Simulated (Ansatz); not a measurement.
Write a Python script for the Ansatz DFT code, driven from Python that makes a geometry optimisation of C₅H₈Se, SMILES CC1=CC[Se]C1. Settings: PBE0, def2-SVP basis, multiplicity 1, D4 dispersion.

```csv
atom,x (Å),y (Å),z (Å)
C,-1.7640,-0.6400,-0.3182
C,-0.4077,-0.0564,-0.0490
C,0.6962,-0.7958,-0.1552
C,2.0044,-0.1438,0.1283
Se,1.6540,1.7101,0.5956
C,-0.2449,1.3740,0.3475
H,-1.8123,-1.0137,-1.3628
H,-2.5546,0.1273,-0.1785
H,-1.9574,-1.4807,0.3811
H,0.6526,-1.8434,-0.4393
H,2.5046,-0.6558,0.9763
H,2.6502,-0.1873,-0.7731
H,-0.6377,2.0370,-0.4514
H,-0.7834,1.5684,1.2986
```

Script `c5h8se_opt.py`:
```python
# -*- coding: utf-8 -*-
"""Minimum-energy structure of C5H8Se."""

from dataclasses import dataclass

import ansatz
import numpy as np


@dataclass
class Settings:
    basis: str = "def2-SVP"
    functional: str = "PBE0"
    vdw: str = "d4"


opts = Settings()

GEOMETRY = """
C    -1.76400   -0.64000   -0.31820
C    -0.40770   -0.05640   -0.04900
C     0.69620   -0.79580   -0.15520
C     2.00440   -0.14380    0.12830
Se    1.65400    1.71010    0.59560
C    -0.24490    1.37400    0.34750
H    -1.81230   -1.01370   -1.36280
H    -2.55460    0.12730   -0.17850
H    -1.95740   -1.48070    0.38110
H     0.65260   -1.84340   -0.43930
H     2.50460   -0.65580    0.97630
H     2.65020   -0.18730   -0.77310
H    -0.63770    2.03700   -0.45140
H    -0.78340    1.56840    1.29860
"""


def main():
    molecule = ansatz.Crystal.molecule()
    for line in GEOMETRY.strip().splitlines():
        symbol, *xyz = line.split()
        molecule = molecule.atom(symbol, [float(v) for v in xyz])

    calc = (
        molecule.calculation()
        .basis(gaussian=opts.basis)
        .functional(opts.functional, dispersion=opts.vdw)
    )
    symbols = [site.symbol for site in molecule.cartesian_sites]
    start = np.array([site.position_ang for site in molecule.cartesian_sites], dtype=float)
    def progress(event):
        if event["event"] == "relax_step":
            row = event["data"]
            print(f"step {row['step']:3d}  E = {row['lagrangian_ev']:.6f} eV  max force {row['allowed_force_max_ev_ang']:.4f} eV/A")


    rep = calc.relax(force_tolerance=0.02).session().plan().execute(on_event=progress).report
    end = np.array(rep["positions_ang"])

    print(f"E = {rep['free_energy_ev']:.6f} eV = {rep['free_energy_ev'] / 27.211386246:.7f} Ha")
    print("converged:", rep["converged"], " doubts:", rep["published_state_doubts"] or "none")

    print("bond        before    after (A)")
    for i, j in [(0, 1), (0, 6), (0, 7), (0, 8), (1, 2), (1, 5), (2, 3), (2, 9), (3, 4), (3, 10), (3, 11), (4, 5), (5, 12), (5, 13)]:
        d0, d1 = (np.linalg.norm(xyz[i] - xyz[j]) for xyz in (start, end))
        print(f"{symbols[i]}{i}-{symbols[j]}{j}".ljust(10), f"{d0:8.4f} {d1:8.4f}")

    charges = rep["charge_distribution"]
    print("dipole moment", round(4.803205 * float(np.linalg.norm(charges["dipole_moment_e_ang"])), 3), "D")
    print("Mulliken:", [(s, round(q, 3)) for s, q in zip(symbols, charges["mulliken_charges_e"])])
    with open("c5h8se_opt.xyz", "w") as handle:
        handle.write(f"{len(symbols)}\nrelaxed C5H8Se\n")
        handle.writelines(f"{s:2s} {x:11.6f} {y:11.6f} {z:11.6f}\n" for s, (x, y, z) in zip(symbols, end))


if __name__ == "__main__":
    main()
```

```console
$ python c5h8se_opt.py
step   1  E = -70639.071158 eV  max force 0.7032 eV/A
step   2  E = -70639.132006 eV  max force 0.3699 eV/A
step   3  E = -70639.142224 eV  max force 0.1405 eV/A
step   4  E = -70639.142882 eV  max force 0.0757 eV/A
step   5  E = -70639.142244 eV  max force 0.1818 eV/A
step   6  E = -70639.143074 eV  max force 0.0209 eV/A
step   7  E = -70639.143123 eV  max force 0.0115 eV/A
E = -70639.143152 eV = -2595.9406299 Ha
converged: True  doubts: none
bond        before    after (A)
C0-C1        1.5009   1.5044
C0-H6        1.1105   1.1012
C0-H7        1.1105   1.0992
C0-H8        1.1105   1.1011
C1-C2        1.3329   1.3382
C1-C5        1.4932   1.5021
C2-C3        1.4889   1.4925
C2-H9        1.0863   1.0960
C3-Se4       1.9437   1.9632
C3-H10       1.1097   1.1024
C3-H11       1.1097   1.1024
Se4-C5       1.9443   1.9571
C5-H12       1.1100   1.1029
C5-H13       1.1101   1.1029
dipole moment 2.028 D
Mulliken: [('C', -0.0), ('C', -0.212), ('C', -0.082), ('C', -0.105), ('Se', -0.049), ('C', -0.081), ('H', 0.063), ('H', 0.038), ('H', 0.063), ('H', 0.024), ('H', 0.086), ('H', 0.086), ('H', 0.084), ('H', 0.084)]
```

`c5h8se_opt.xyz`, as written:
```text
14
relaxed C5H8Se
C    -1.782415   -0.622417   -0.314760
C    -0.402366   -0.082431   -0.055927
C     0.723452   -0.799248   -0.153518
C     2.042886   -0.160492    0.127101
Se    1.642372    1.704106    0.593079
C    -0.267677    1.359858    0.341385
H    -1.880338   -0.995275   -1.346265
H    -2.552009    0.148701   -0.168644
H    -2.020129   -1.458537    0.361202
H     0.702402   -1.857515   -0.437667
H     2.569906   -0.646360    0.964643
H     2.712671   -0.188716   -0.748051
H    -0.672611    2.027608   -0.437439
H    -0.816145    1.570617    1.274760
```

Notes:
- Total energies depend on the basis set; only differences at equal settings carry meaning.
- The end point is the stationary point reached from this start; no frequency run checks that it is a minimum, and the basis set is modest.
- Timing: 82 s on 1 thread of Arm Neoverse V1, with other jobs on the host, peak memory 0.48 GiB.

(A comment or docstring line of the script was reworded after the run, the code is as it ran; lines on the test bed's own set-up are left out of the output.)
